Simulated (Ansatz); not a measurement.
# HfCuGe2: a line through an energy map

Aim: follow the energy of HfCuGe2 (P4/nmm, No. 129; 8 atoms in the cell) along one coordinate, lattice constant a (and b), with the other held at lattice constant c = 8.516 Å.

Method: DFT PBEsol, scalar-relativistic, plane waves, PAW, in Ansatz 0.2.0.

17 further runs of the same task are left out: 17 set aside as unsound or not needed.

## 1. The system as given

Symmetry: P4/nmm, No. 129, tetragonal system. The conventional cell has a = 3.756 Å, b = 3.756 Å, c = 8.964 Å, α = 90.00°, β = 90.00°, γ = 90.00°. Around Hf (site symmetry 4mm) lie 8 Ge at 2.76 to 2.84 Å and 4 Cu at 3.01 Å. Cu (site symmetry -4m2) is surrounded by 4 Ge at 2.46 Å and 4 Cu at 2.66 Å. Ge (site symmetry -4m2) has 4 Ge at 2.66 Å and 4 Hf at 2.84 Å as nearest neighbours. Ge (site symmetry 4mm) is surrounded by 4 Cu at 2.46 Å and 4 Hf at 2.76 Å.

As a file:

```
Hf Cu Ge
1.0
     3.75599    0.00000    0.00000
     0.00000    3.75599    0.00000
     0.00000    0.00000    8.96396
Hf Cu Ge
2 2 4
Direct
  0.00000 0.50000 0.76177
  0.50000 0.00000 0.23823
  0.50000 0.50000 0.50000
  0.00000 0.00000 0.50000
  0.50000 0.50000 0.00000
  0.00000 0.00000 0.00000
  0.00000 0.50000 0.32276
  0.50000 0.00000 0.67724
```

It goes back to an entry of the Materials Project, which need not be the stable form.

It is the result of an earlier relaxation at this level (volume 15.81 Å³/atom; gap on the mesh: none (metal)).

## 2. Plan of the line

The energy is mapped over the lattice constants a and c of the conventional cell.

- lattice constant a (and b): 7 values from 3.493 to 4.019 Å
- lattice constant c: 7 values from 8.516 to 9.412 Å

Nothing else is relaxed (fractional coordinates fixed). Energies count from the relaxed crystal. Points are written as (first, second).

## 3. Point (3.493 Å, 8.516 Å)

Contents of input.yaml:

```yaml
crystal:
  lattice:
    - [3.4931, 0.0, 0.0]
    - [0.0, 3.4931, 0.0]
    - [0.0, 0.0, 8.5158]
  atoms:
    - { symbol: Hf, position: [0.0, 0.5, 0.7617715251] }
    - { symbol: Hf, position: [0.5, 0.0, 0.2382284749] }
    - { symbol: Cu, position: [0.5, 0.5, 0.5] }
    - { symbol: Cu, position: [0.0, 0.0, 0.5] }
    - { symbol: Ge, position: [0.5, 0.5, 0.0] }
    - { symbol: Ge, position: [0.0, 0.0, 0.0] }
    - { symbol: Ge, position: [0.0, 0.5, 0.3227609453] }
    - { symbol: Ge, position: [0.5, 0.0, 0.6772390547] }
basis:
  ecutwfc: 520.0
kpoints:
  mp_grid: { grid: [10, 10, 6] }
hamiltonian:
  xc: pbesol
scf:
  occupations: { method: gaussian, width: 0.15 }
output:
  forces: true
  stress: true
  eigenvalues: true
```

Command:

```bash
ansatz run input.yaml --threads 4 --pin off --max-ram 8192MiB --backend cpu --events-out ev --progress --plain --runs-dir out
```

Standard output (excerpt; [...] marks lines left out):

```text
Warning: RAYON_NUM_THREADS=4 ignored (pool sized by the plan → 4); use --threads N
[...]
Pseudopotentials: kind: paw
Pseudopotential: Hf, paw, valence charge 26, recommended cutoff 420 eV (normal), Hf.paw.azcp
Pseudopotential: Cu, paw, valence charge 19, recommended cutoff 420 eV (normal), Cu.paw.azcp
Pseudopotential: Ge, paw, valence charge 14, recommended cutoff 420 eV (normal), Ge.paw.azcp
Functional definition: PBEsol
[...]
Crystal: 8 atoms, lattice volume = 103.908 Å³
Basis set: ecut = 520 eV, 2815 PW (Γ), exchange–correlation on 54×54×128 points (8 copies of the dense FFT grid, shifted against one another)
Bands: 88, of which v1, the nominal top of the filled ones, is band 73 counted from 1 (72 counted from 0)
Symmetry: 16 space group operations
Space group: P4/nmm (ITA 129), of the structure as read, at distance tolerance 4.7e-5 Å
k-points: 84 of 600
[...]
SCF iter   1: F=—  HF=-61388.931484 eV  |F-HF|=—  |Δ(HF+E_count)|=         —  Δρ=1.01e-2  dr2=5.80e-2  ethr=1.77e-3  ⟨swp⟩=4.9  Hψ=22829  notcnv=0  defer=70
[...]
SCF iter  10: F=-61388.918425 eV  HF=-61388.918425 eV  |F-HF|=3.74e-8  |Δ(HF+E_count)|=   4.20e-9  Δρ=4.35e-6  dr2=4.39e-8  ethr=6.85e-11  ⟨swp⟩=8.5  Hψ=32483  notcnv=0
[...]
SCF converged after 10 iterations
Free energy (F): -61388.918425 eV
[...]
E sigma→0 (E₀):  -61388.901761 eV
Entropy (-TS):   -0.033327 eV (-4.166 meV/atom)
Fermi energy:    20.985419 eV
[...]
--- Forces (eV/Å), atoms counted from 1 ---
  atom   1  Hf     0.00000000     0.00000000     0.17713399
  atom   2  Hf     0.00000000     0.00000000    -0.17713399
  atom   3  Cu     0.00000000     0.00000000    -0.00000000
  atom   4  Cu     0.00000000     0.00000000     0.00000000
  atom   5  Ge     0.00000000     0.00000000    -0.00000000
  atom   6  Ge     0.00000000     0.00000000    -0.00000000
  atom   7  Ge     0.00000000     0.00000000    -0.87185037
  atom   8  Ge     0.00000000     0.00000000     0.87185037
[...]
--- Stress (GPa, compression-positive) ---
       44.436344       0.000000       0.000000
        0.000000      44.436344       0.000000
        0.000000       0.000000      37.590930
  P = ⅓ Tr σ = 42.1545 GPa (421.545 kbar)
--- Band table (eV; the first three rows and the last of 84) ---
[...]
```

Wall time 19 s (4 threads of Arm Neoverse V1, shared host); peak memory 1.1 GiB.

Energy on the map's scale: 313 meV/atom.

## 4. Point (3.581 Å, 8.516 Å)

Edit input.yaml of step 3 so:

```diff
@@ -2,4 +2,4 @@
   lattice:
-    - [3.4931, 0.0, 0.0]
-    - [0.0, 3.4931, 0.0]
+    - [3.5807, 0.0, 0.0]
+    - [0.0, 3.5807, 0.0]
     - [0.0, 0.0, 8.5158]
```

Command:

```bash
ansatz run input.yaml --threads 4 --pin off --max-ram 8192MiB --backend cpu --events-out ev --progress --plain --runs-dir out
```

Standard output (excerpt; [...] marks lines left out):

```text
Warning: RAYON_NUM_THREADS=4 ignored (pool sized by the plan → 4); use --threads N
[...]
Pseudopotentials: kind: paw
Pseudopotential: Hf, paw, valence charge 26, recommended cutoff 420 eV (normal), Hf.paw.azcp
Pseudopotential: Cu, paw, valence charge 19, recommended cutoff 420 eV (normal), Cu.paw.azcp
Pseudopotential: Ge, paw, valence charge 14, recommended cutoff 420 eV (normal), Ge.paw.azcp
Functional definition: PBEsol
[...]
Crystal: 8 atoms, lattice volume = 109.185 Å³
Basis set: ecut = 520 eV, 2943 PW (Γ), exchange–correlation on 54×54×128 points (8 copies of the dense FFT grid, shifted against one another)
Bands: 88, of which v1, the nominal top of the filled ones, is band 73 counted from 1 (72 counted from 0)
Symmetry: 16 space group operations
Space group: P4/nmm (ITA 129), of the structure as read, at distance tolerance 4.8e-5 Å
k-points: 84 of 600
[...]
SCF converged after 10 iterations
Free energy (F): -61390.104239 eV
[...]
E sigma→0 (E₀):  -61390.087583 eV
Entropy (-TS):   -0.033312 eV (-4.164 meV/atom)
Fermi energy:    19.873337 eV
[...]
--- Forces (eV/Å), atoms counted from 1 ---
  atom   1  Hf     0.00000000     0.00000000    -0.09413550
  atom   2  Hf    -0.00000000     0.00000000     0.09413550
  atom   3  Cu     0.00000000     0.00000000     0.00000000
  atom   4  Cu    -0.00000000     0.00000000    -0.00000000
  atom   5  Ge    -0.00000000     0.00000000    -0.00000000
  atom   6  Ge     0.00000000     0.00000000     0.00000000
  atom   7  Ge    -0.00000000     0.00000000    -0.67275295
  atom   8  Ge     0.00000000     0.00000000     0.67275295
[...]
--- Stress (GPa, compression-positive) ---
       28.279308       0.000000      -0.000000
        0.000000      28.279308      -0.000000
       -0.000000      -0.000000      27.550533
  P = ⅓ Tr σ = 28.0364 GPa (280.364 kbar)
--- Band table (eV; the first three rows and the last of 84) ---
[...]
```

It took 20 s on 4 threads of Arm Neoverse V1, shared host; peak memory 1.1 GiB.

On the map this point reads 165 meV/atom.

## 5. Point (3.668 Å, 8.516 Å)

Edit input.yaml of step 4 so:

```diff
@@ -2,4 +2,4 @@
   lattice:
-    - [3.5807, 0.0, 0.0]
-    - [0.0, 3.5807, 0.0]
+    - [3.6684, 0.0, 0.0]
+    - [0.0, 3.6684, 0.0]
     - [0.0, 0.0, 8.5158]
```

Command:

```bash
ansatz run input.yaml --threads 4 --pin off --max-ram 8192MiB --backend cpu --events-out ev --progress --plain --runs-dir out
```

Standard output (excerpt; [...] marks lines left out):

```text
Warning: RAYON_NUM_THREADS=4 ignored (pool sized by the plan → 4); use --threads N
[...]
Pseudopotentials: kind: paw
Pseudopotential: Hf, paw, valence charge 26, recommended cutoff 420 eV (normal), Hf.paw.azcp
Pseudopotential: Cu, paw, valence charge 19, recommended cutoff 420 eV (normal), Cu.paw.azcp
Pseudopotential: Ge, paw, valence charge 14, recommended cutoff 420 eV (normal), Ge.paw.azcp
Functional definition: PBEsol
[...]
Crystal: 8 atoms, lattice volume = 114.598 Å³
Basis set: ecut = 520 eV, 3071 PW (Γ), exchange–correlation on 60×60×128 points (8 copies of the dense FFT grid, shifted against one another)
Bands: 88, of which v1, the nominal top of the filled ones, is band 73 counted from 1 (72 counted from 0)
Symmetry: 16 space group operations
Space group: P4/nmm (ITA 129), of the structure as read, at distance tolerance 4.9e-5 Å
k-points: 84 of 600
[...]
SCF converged after 10 iterations
Free energy (F): -61390.835629 eV
[...]
E sigma→0 (E₀):  -61390.818666 eV
Entropy (-TS):   -0.033925 eV (-4.241 meV/atom)
Fermi energy:    18.837399 eV
[...]
--- Forces (eV/Å), atoms counted from 1 ---
  atom   1  Hf     0.00000000     0.00000000    -0.28136790
  atom   2  Hf     0.00000000     0.00000000     0.28136790
  atom   3  Cu     0.00000000     0.00000000     0.00000000
  atom   4  Cu     0.00000000     0.00000000     0.00000000
  atom   5  Ge     0.00000000     0.00000000     0.00000000
  atom   6  Ge     0.00000000     0.00000000    -0.00000000
  atom   7  Ge     0.00000000     0.00000000    -0.47409345
  atom   8  Ge     0.00000000     0.00000000     0.47409345
[...]
--- Stress (GPa, compression-positive) ---
       15.576228       0.000000       0.000000
        0.000000      15.576228       0.000000
        0.000000       0.000000      19.240487
  P = ⅓ Tr σ = 16.7976 GPa (167.976 kbar)
--- Band table (eV; the first three rows and the last of 84) ---
[...]
```

Run time: 21 s. Hardware: 4 threads of Arm Neoverse V1, shared host; peak memory 1.2 GiB.

That is 74 meV/atom from the zero.

## 6. Grid point (3.756 Å, 8.516 Å)

Edit input.yaml of step 5 so:

```diff
@@ -2,4 +2,4 @@
   lattice:
-    - [3.6684, 0.0, 0.0]
-    - [0.0, 3.6684, 0.0]
+    - [3.7559922795, 0.0, 0.0]
+    - [0.0, 3.7559922795, 0.0]
     - [0.0, 0.0, 8.5158]
@@ -26 +26,5 @@
   eigenvalues: true
+  write_density: true
+  write_potential: true
+  elf: true
+  volumetric_format: npy
```

Command:

```bash
ansatz run input.yaml --threads 4 --pin off --max-ram 8192MiB --backend cpu --events-out ev --progress --plain --runs-dir out
```

Standard output (excerpt; [...] marks lines left out):

```text
Warning: RAYON_NUM_THREADS=4 ignored (pool sized by the plan → 4); use --threads N
[...]
Pseudopotentials: kind: paw
Pseudopotential: Hf, paw, valence charge 26, recommended cutoff 420 eV (normal), Hf.paw.azcp
Pseudopotential: Cu, paw, valence charge 19, recommended cutoff 420 eV (normal), Cu.paw.azcp
Pseudopotential: Ge, paw, valence charge 14, recommended cutoff 420 eV (normal), Ge.paw.azcp
Functional definition: PBEsol
[...]
Crystal: 8 atoms, lattice volume = 120.136 Å³
Basis set: ecut = 520 eV, 3223 PW (Γ), exchange–correlation on 60×60×128 points (8 copies of the dense FFT grid, shifted against one another)
Bands: 88, of which v1, the nominal top of the filled ones, is band 73 counted from 1 (72 counted from 0)
Symmetry: 16 space group operations
Space group: P4/nmm (ITA 129), of the structure as read, at distance tolerance 4.9e-5 Å
k-points: 84 of 600
[...]
SCF converged after 10 iterations
Free energy (F): -61391.194340 eV
[...]
E sigma→0 (E₀):  -61391.177472 eV
Entropy (-TS):   -0.033737 eV (-4.217 meV/atom)
Fermi energy:    17.864793 eV
[...]
--- Forces (eV/Å), atoms counted from 1 ---
  atom   1  Hf     0.00000000     0.00000000    -0.41296304
  atom   2  Hf     0.00000000     0.00000000     0.41296304
  atom   3  Cu     0.00000000     0.00000000    -0.00000000
  atom   4  Cu     0.00000000     0.00000000    -0.00000000
  atom   5  Ge     0.00000000     0.00000000    -0.00000000
  atom   6  Ge     0.00000000     0.00000000     0.00000000
  atom   7  Ge     0.00000000     0.00000000    -0.28833335
  atom   8  Ge     0.00000000     0.00000000     0.28833335
[...]
--- Stress (GPa, compression-positive) ---
        5.621221       0.000000       0.000000
        0.000000       5.621221       0.000000
        0.000000       0.000000      12.458017
  P = ⅓ Tr σ = 7.9002 GPa (79.002 kbar)
--- Band table (eV; the first three rows and the last of 84) ---
[...]
```

It took 28 s on 4 threads of Arm Neoverse V1, shared host; peak memory 1.2 GiB.

Density in a lattice plane of the grid's cell (edges 3.76 and 8.52 Å, at 0.000 of the third edge), which holds Hf and Cu and Ge.

Ten even steps from '0' (0.07 e/Å³) to '9' (63.41 e/Å³):
```
1000000000
0000000000
0000000000
0000000000
0000000000
0000151000
0000141000
0000000000
2000000000
9200000002
2000000000
0000000000
0000000000
0000010000
0000242000
0000131000
0000000000
0000000000
1000000000
8200000002
```
Columns run along the first of these edges and rows up along the second, over one cell in 10 and 20 even steps from the bottom left corner. Atoms in the plane (fractional): Hf at (0.50, 0.24), Cu at (0.00, 0.50), Ge at (0.00, 0.00), Ge at (0.50, 0.68).

ELF in the same plane.

Ten even steps from '0' (0.01) to '9' (0.92):
```
0133101331
4442000244
6642222246
4444444444
2354323453
3454000454
2353000353
1134323431
5313333313
9522333225
5312222213
1122111221
2321232123
3214888412
2116989611
4215898512
6632565236
4553111355
0245323542
2034212430
```
Columns run along the first of these edges and rows up along the second, over one cell in 10 and 20 even steps from the bottom left corner. Atoms in the plane (fractional): Hf at (0.50, 0.24), Cu at (0.00, 0.50), Ge at (0.00, 0.00), Ge at (0.50, 0.68).

Both are smooth fields of the valence electrons: close to the nuclei they are not physical.

Maxima of ELF outside the ion cores: 0.63 beside Ge, off the lines to its neighbours, 1.2 Å from Ge; 0.53 between the atoms, 1.3 Å from Ge.

That is 29 meV/atom from the zero.

## 7. Grid point (3.844 Å, 8.516 Å)

Edit input.yaml of step 6 so:

```diff
@@ -2,4 +2,4 @@
   lattice:
-    - [3.7559922795, 0.0, 0.0]
-    - [0.0, 3.7559922795, 0.0]
+    - [3.8436, 0.0, 0.0]
+    - [0.0, 3.8436, 0.0]
     - [0.0, 0.0, 8.5158]
@@ -26,5 +26 @@
   eigenvalues: true
-  write_density: true
-  write_potential: true
-  elf: true
-  volumetric_format: npy
```

Command:

```bash
ansatz run input.yaml --threads 4 --pin off --max-ram 8192MiB --backend cpu --events-out ev --progress --plain --runs-dir out
```

Standard output (excerpt; [...] marks lines left out):

```text
[...]
SCF converged after 10 iterations
Free energy (F): -61391.249360 eV
[...]
E sigma→0 (E₀):  -61391.232127 eV
Entropy (-TS):   -0.034466 eV (-4.308 meV/atom)
Fermi energy:    16.947160 eV
[...]
--- Forces (eV/Å), atoms counted from 1 ---
  atom   1  Hf     0.00000000     0.00000000    -0.50511104
  atom   2  Hf     0.00000000     0.00000000     0.50511104
  atom   3  Cu     0.00000000     0.00000000     0.00000000
  atom   4  Cu     0.00000000     0.00000000     0.00000000
  atom   5  Ge     0.00000000     0.00000000     0.00000000
  atom   6  Ge     0.00000000     0.00000000     0.00000000
  atom   7  Ge     0.00000000     0.00000000    -0.12278890
  atom   8  Ge     0.00000000     0.00000000     0.12278890
[...]
--- Stress (GPa, compression-positive) ---
       -2.153170       0.000000       0.000000
        0.000000      -2.153170       0.000000
        0.000000       0.000000       6.944644
  P = ⅓ Tr σ = 0.8794 GPa (8.794 kbar)
--- Band table (eV; the first three rows and the last of 84) ---
[...]
```

It took 22 s on 4 threads of Arm Neoverse V1, shared host; peak memory 1.2 GiB.

Energy on the map's scale: 22 meV/atom.

## 8. Grid point (3.931 Å, 8.516 Å)

Edit input.yaml of step 7 so:

```diff
@@ -2,4 +2,4 @@
   lattice:
-    - [3.8436, 0.0, 0.0]
-    - [0.0, 3.8436, 0.0]
+    - [3.9313, 0.0, 0.0]
+    - [0.0, 3.9313, 0.0]
     - [0.0, 0.0, 8.5158]
```

Command:

```bash
ansatz run input.yaml --threads 4 --pin off --max-ram 8192MiB --backend cpu --events-out ev --progress --plain --runs-dir out
```

Standard output (excerpt; [...] marks lines left out):

```text
[...]
SCF converged after 10 iterations
Free energy (F): -61391.057677 eV
[...]
E sigma→0 (E₀):  -61391.039373 eV
Entropy (-TS):   -0.036608 eV (-4.576 meV/atom)
Fermi energy:    16.084751 eV
[...]
--- Forces (eV/Å), atoms counted from 1 ---
  atom   1  Hf     0.00000000     0.00000000    -0.57443765
  atom   2  Hf     0.00000000     0.00000000     0.57443765
  atom   3  Cu     0.00000000     0.00000000     0.00000000
  atom   4  Cu     0.00000000     0.00000000     0.00000000
  atom   5  Ge     0.00000000     0.00000000     0.00000000
  atom   6  Ge     0.00000000     0.00000000    -0.00000000
  atom   7  Ge     0.00000000     0.00000000     0.02700877
  atom   8  Ge    -0.00000000     0.00000000    -0.02700877
[...]
--- Stress (GPa, compression-positive) ---
       -8.128702       0.000000       0.000000
        0.000000      -8.128702       0.000000
        0.000000       0.000000       2.394849
  P = ⅓ Tr σ = -4.6209 GPa (-46.209 kbar)
--- Band table (eV; the first three rows and the last of 84) ---
[...]
```

Wall time 22 s (4 threads of Arm Neoverse V1, shared host); peak memory 1.3 GiB.

Energy on the map's scale: 46 meV/atom.

## 9. Changing settings: dispersion d3bjatm

Edit input.yaml of step 8 so:

```diff
@@ -20,2 +20,3 @@
   xc: pbesol
+  dispersion: d3bjatm
 scf:
@@ -24,3 +25,3 @@
   forces: true
+  eigenvalues: true
   stress: true
-  eigenvalues: true
```

Command:

```bash
ansatz run input.yaml --threads 4 --pin off --max-ram 8192MiB --backend cpu --events-out ev --progress --plain --runs-dir out
```

Standard output (excerpt; [...] marks lines left out):

```text
Warning: RAYON_NUM_THREADS=4 ignored (pool sized by the plan → 4); use --threads N
[...]
Pseudopotentials: kind: paw
Pseudopotential: Hf, paw, valence charge 26, recommended cutoff 420 eV (normal), Hf.paw.azcp
Pseudopotential: Cu, paw, valence charge 19, recommended cutoff 420 eV (normal), Cu.paw.azcp
Pseudopotential: Ge, paw, valence charge 14, recommended cutoff 420 eV (normal), Ge.paw.azcp
Functional definition: PBEsol
[...]
Crystal: 8 atoms, lattice volume = 131.613 Å³
Basis set: ecut = 520 eV, 3583 PW (Γ), exchange–correlation on 60×60×128 points (8 copies of the dense FFT grid, shifted against one another)
Bands: 88, of which v1, the nominal top of the filled ones, is band 73 counted from 1 (72 counted from 0)
Symmetry: 16 space group operations
Space group: P4/nmm (ITA 129), of the structure as read, at distance tolerance 5.1e-5 Å
k-points: 84 of 600
[...]
SCF converged after 10 iterations
Free energy (F): -61394.339236 eV
[...]
E sigma→0 (E₀):  -61394.320932 eV
Entropy (-TS):   -0.036608 eV (-4.576 meV/atom)
Fermi energy:    16.084751 eV
[...]
--- Forces (eV/Å), atoms counted from 1 ---
  atom   1  Hf     0.00000000     0.00000000    -0.57947710
  atom   2  Hf     0.00000000     0.00000000     0.57947710
  atom   3  Cu     0.00000000     0.00000000     0.00000000
  atom   4  Cu     0.00000000     0.00000000     0.00000000
  atom   5  Ge     0.00000000     0.00000000     0.00000000
  atom   6  Ge     0.00000000     0.00000000    -0.00000000
  atom   7  Ge     0.00000000     0.00000000     0.02950493
  atom   8  Ge     0.00000000     0.00000000    -0.02950493
[...]
--- Stress (GPa, compression-positive) ---
      -11.830061       0.000000       0.000000
        0.000000     -11.830061       0.000000
        0.000000       0.000000      -1.285845
  P = ⅓ Tr σ = -8.3153 GPa (-83.153 kbar)
--- Band table (eV; the first three rows and the last of 84) ---
[...]
```

It took 22 s on 4 threads of Arm Neoverse V1, shared host; peak memory 1.3 GiB.

| run | ending | energy change | pressure (GPa) | gap (eV) | force (eV/Å) | cycles | time |
| --- | --- | --- | --- | --- | --- | --- | --- |
| step 8 | converged | 0 | -4.6 | 0.00 | 0.57 | 10 | 22 s |
| variant | converged | -410.2 meV/atom (offset of the dispersion model) | -8.3 | 0.00 | 0.58 | 10 | 22 s |

Changing the dispersion term moves the energy by -410.2 meV/atom, and the pressure goes from -4.6 to -8.3 GPa. The dispersion term adds attraction between atoms and pulls the pressure down.

(Part 1 of 2 ends here.)
